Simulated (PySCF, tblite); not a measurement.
**C₄H₁₀GeO₂Si₂: geometry, infrared bands and NMR shifts**

Wanted: the infrared bands and NMR shifts of C₄H₁₀GeO₂Si₂ (`C#C[SiH2][O][Ge@H]([CH]=O)[CH2][SiH3]`), by calculation.

Programs: tblite 0.8.0 and PySCF 2.14.0, with density-fitted response routines of our own. Each step states its level of theory. These are calculated values for one molecule in the gas phase, unless marked as measured. Atoms are numbered from 0 throughout.

## Step 1: Starting geometry

19 atoms, charge 0, multiplicity 1; geometry from: force field or distance geometry start.

Bonds of the start (Å): C0–C1 1.20, C1–Si2 1.83, Si2–O3 1.70, O3–Ge4 1.79, Ge4–C5 1.92, C5–O6 1.22, Ge4–C7 1.95, C7–Si8 1.86, C0–H9 1.05, Si2–H10 1.48, Si2–H11 1.47, Ge4–H12 1.55, C5–H13 1.08, C7–H14 1.11, C7–H15 1.10, Si8–H16 1.47, Si8–H17 1.47, Si8–H18 1.47.

## Step 2: Relaxing the molecule with GFN2-xTB

The job: settings as JSON, then the geometry in Å.

```
{"job": {"kind": "relax", "xc": "GFN2-xTB", "basis": "xTB"}, "charge": 0, "multiplicity": 1}
C     -1.475700     2.410600    -1.688600
C     -1.853000     1.450900    -1.077400
Si    -2.379200    -0.017200    -0.126300
O     -1.262500    -0.345400     1.117500
Ge     0.164100    -1.110400     0.348400
C      0.203900    -2.977100     0.776700
O      1.119100    -3.674600     0.365900
C      1.783700    -0.251100     1.016700
Si     1.769200     1.547100     0.542400
H     -1.167300     3.261300    -2.227100
H     -3.702400     0.269200     0.469700
H     -2.540200    -1.171000    -1.030000
H      0.151900    -0.957600    -1.195000
H     -0.571400    -3.408300     1.388400
H      1.810400    -0.342100     2.119000
H      2.664700    -0.745800     0.580600
H      1.708000     1.676400    -0.919700
H      0.582100     2.194800     1.129300
H      2.984600     2.199700     1.050000
```

On the command line:

```bash
$ OMP_NUM_THREADS=1 python probes_run.py task.json out
```

The driver reads the jobs from task.json and runs them one after another.

**Question.** This job is followed by: GFN2-xTB harmonic vibrations, gas phase; GIAO PBE0/pcSseg-1 NMR shielding, non-relativistic, gas phase. Predict these results of the whole session: strongest single infrared mode (GFN2-xTB); zero-point energy (GFN2-xTB); 13C shifts against TMS (PBE0/pcSseg-1); 1H shifts against TMS (PBE0/pcSseg-1, means over atoms taken as alike); 29Si shifts against TMS (PBE0/pcSseg-1); 17O shifts against H2O (PBE0/pcSseg-1); 73Ge shifts against GeMe4 (PBE0/pcSseg-1).

**Answer**, as computed:

| quantity | value |
| --- | --- |
| strongest single infrared mode (GFN2-xTB) | 924 cm⁻¹, 547 km/mol |
| zero-point energy (GFN2-xTB) | 70.5 kcal/mol |
| 13C shifts against TMS (PBE0/pcSseg-1) | 243.4, 104.1, 90.8, -4.5 ppm |
| 1H shifts against TMS (PBE0/pcSseg-1, means over atoms taken as alike) | 12.21, 5.50, 5.42, 5.37, 4.30, 2.09, 0.35, 0.08 ppm |
| 29Si shifts against TMS (PBE0/pcSseg-1) | -50.5, -70.0 ppm |
| 17O shifts against H2O (PBE0/pcSseg-1) | 916.9, 21.3 ppm |
| 73Ge shifts against GeMe4 (PBE0/pcSseg-1) | -51 ppm |

**Reading.** The optimisation took 181 steps and gained 0.678 eV; among the close pairs (by a distance rule), Si2–Ge4 changed most, from 2.809 to 3.245 Å. All 51 modes are real, so the xTB geometry is a minimum. The strongest single mode, at 924 cm⁻¹, moves mainly O3. Unscaled tight-binding wavenumbers are off by several per cent, some by more. Its intensities can rank the bands wrongly. At PBE0/pcSseg-1: The largest span, 1961 ppm, is at O6, where the paramagnetic term is -978 ppm. Spin-orbit coupling is left out, which matters for shieldings and couplings at and beside the heavy atoms.
